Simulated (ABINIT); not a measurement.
Crystal: Br.

```xyz
4
Lattice="3.3632 -2.3226 0.0000 3.3632 2.3226 0.0000 0.0000 0.0000 8.7023" Properties=species:S:1:pos:R:3 pbc="T T T"
Br    3.3632    0.6266    3.3948
Br    3.3632    1.6959    7.7459
Br    3.3632   -0.6266    5.3075
Br    3.3632   -1.6959    0.9564
```

| Property | Result |
| --- | --- |
| Program | ABINIT 10.8.3 (patched build) |
| Task | relaxation of cell and atoms |
| Functional | PBEsol |
| Potentials or basis | PseudoDojo NC SR PBEsol v0.4.1 standard |
| Cutoff | 626 eV |
| k mesh | 5 × 5 × 2 |
| Occupations | fermi-dirac, width 0.05 eV |
| Spin | no spin polarisation |

At the start: pressure 0.1 GPa; volume 33.99 Å³/atom.

Problem. Where does the relaxation end?

Solution. Over 28 steps the energy falls by 61.7 meV/atom and the volume is 30.90 Å³/atom (-9.1 %); space group Cmce (No. 64, to 0.05 Å).

Step by step:
```
step  energy change (eV)  largest force (eV/Å)  pressure (GPa)  volume (Å³)
   1              0.0000                0.7356            0.11       135.95
   2             -0.0198                0.5363           -0.31       136.00
   3             -0.0519                0.1289           -1.25       135.55
   4             -0.0656                0.1055           -1.56       134.69
   5             -0.1071                0.3086           -1.97       130.92
   6             -0.1459                0.4838           -1.53       124.74
   7             -0.1642                0.3838           -1.20       124.24
   8             -0.1921                0.1705            0.34       121.79
   9             -0.1941                0.1418            0.17       121.69
  10             -0.1967                0.1325           -0.02       121.98
  11             -0.2079                0.1744           -0.33       121.78
  12             -0.2261                0.2004           -0.52       120.98
  13             -0.2358                0.1459           -0.25       119.66
  14             -0.2381                0.0806           -0.05       119.50
  15             -0.2388                0.0382            0.15       119.39
  16             -0.2390                0.0392            0.16       119.44
  17             -0.2419                0.0806            0.25       120.48
  18             -0.2446                0.0903            0.20       121.91
  19             -0.2464                0.0432            0.08       123.29
  20             -0.2467                0.0118            0.02       123.49
  21             -0.2467                0.0026            0.01       123.37
  22             -0.2467                0.0013            0.01       123.34
  23             -0.2467                0.0010            0.01       123.33
  24             -0.2467                0.0003            0.00       123.31
  25             -0.2467                0.0011            0.00       123.33
  26             -0.2467                0.0017            0.00       123.42
  27             -0.2467                0.0012            0.00       123.54
  28             -0.2467                0.0003            0.00       123.60
```

Final structure:
```
Br
1.0
     3.60568   -2.00012    0.00000
     3.60568    2.00012    0.00000
     0.00000    0.00000    8.56919
Br
4
Direct
  0.34685 0.65315 0.37970
  0.15315 0.84685 0.87970
  0.65315 0.34685 0.62030
  0.84685 0.15315 0.12030
```
